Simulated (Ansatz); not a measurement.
# HfO2 (fluorite): exact exchange against the cheap answer (a further series)

One table from this session's results is given with a row withheld; the runs are named, their logs left out.

Method: DFT at several levels, plane waves, PAW, in Ansatz 0.2.0.

## The system as given

The structure is cubic, space group Fm-3m (No. 225). Conventional cell: a = 5.115 Å, b = 5.115 Å, c = 5.115 Å, α = 90.00°, β = 90.00°, γ = 90.00°. Hf (site symmetry m-3m) has 8 O at 2.21 Å in its first shell of neighbours. Around O (site symmetry -43m) lie 4 Hf at 2.21 Å.

Coordinates:

```
CELL_PARAMETERS angstrom
0.00000 2.55750 2.55750
2.55750 0.00000 2.55750
2.55750 2.55750 0.00000
ATOMIC_POSITIONS crystal
Hf 0.00000 0.00000 0.00000
O 0.25000 0.25000 0.25000
O 0.75000 0.75000 0.75000
```

At PBE, an earlier run found -2.46 GPa for this cell of 11.152 Å³/atom (8×8×8 mesh), gap on the mesh 3.72 eV.

All runs below keep this geometry.

Levels to run, all on a 4×4×4 mesh: Hartree–Fock; r²SCAN0 form (fraction 1/ε∞); r²SCAN0 form (fraction 0.15). Hardware: 4 threads of Arm Neoverse V2, shared host.

An earlier series ran PBE on this mesh: volume 11.152 Å³/atom, pressure -2.48 GPa, gap on the mesh 3.72 eV.

Set-up of the first run:

input.yaml

```yaml
crystal:
  lattice:
    - [0.0, 2.5575019374, 2.5575019374]
    - [2.5575019374, 0.0, 2.5575019374]
    - [2.5575019374, 2.5575019374, 0.0]
  atoms:
    - { symbol: Hf, position: [0.0, 0.0, 0.0] }
    - { symbol: O, position: [0.25, 0.25, 0.25] }
    - { symbol: O, position: [0.75, 0.75, 0.75] }
basis:
  ecutwfc: 420
  ecutrho_ratio: 4
kpoints:
  mp_grid: { grid: [4, 4, 4] }
hamiltonian:
  xc: hf
scf:
  occupations: { method: gaussian, width: 0.05 }
  n_extra_bands: 10
output:
  forces: true
  stress: true
  eigenvalues: true
  populations: true
  dos: { projected: true, de: 0.02 }
```

On the command line:

```
$ ansatz run input.yaml --threads 4 --pin off --max-ram 8192MiB --backend cpu --events-out ev --progress --plain --runs-dir out
```

Steps of the session up to this table: Hartree–Fock; r²SCAN0 form (fraction 1/ε∞); r²SCAN0 form (fraction 0.15).

One of the session's tables, all rows but one given; the rest of the session is left out.

| level | gap on the mesh (eV) | pressure (GPa) |
| --- | --- | --- |
| PBE (earlier series) | 3.72 | -2.5 |
| Hartree–Fock | ? | ? |
| r²SCAN0 form (fraction 1/ε∞) | 5.98 | -11.3 |
| r²SCAN0 form (fraction 0.15) | 5.52 | -10.5 |

Q: Estimate the row for Hartree–Fock from the others.

**Answer.** gap on the mesh (eV): 13.85; pressure (GPa): -4.0. In the column «gap on the mesh (eV)» it is the highest.

Limits of these values: Gaps are over this coarse mesh alone, and total energies of different levels can't be compared. The program warned that the SCF threshold is loose for the stress of this hybrid run. Warnings in the runs' records: stress scf threshold loose, stress exchange threshold loose.
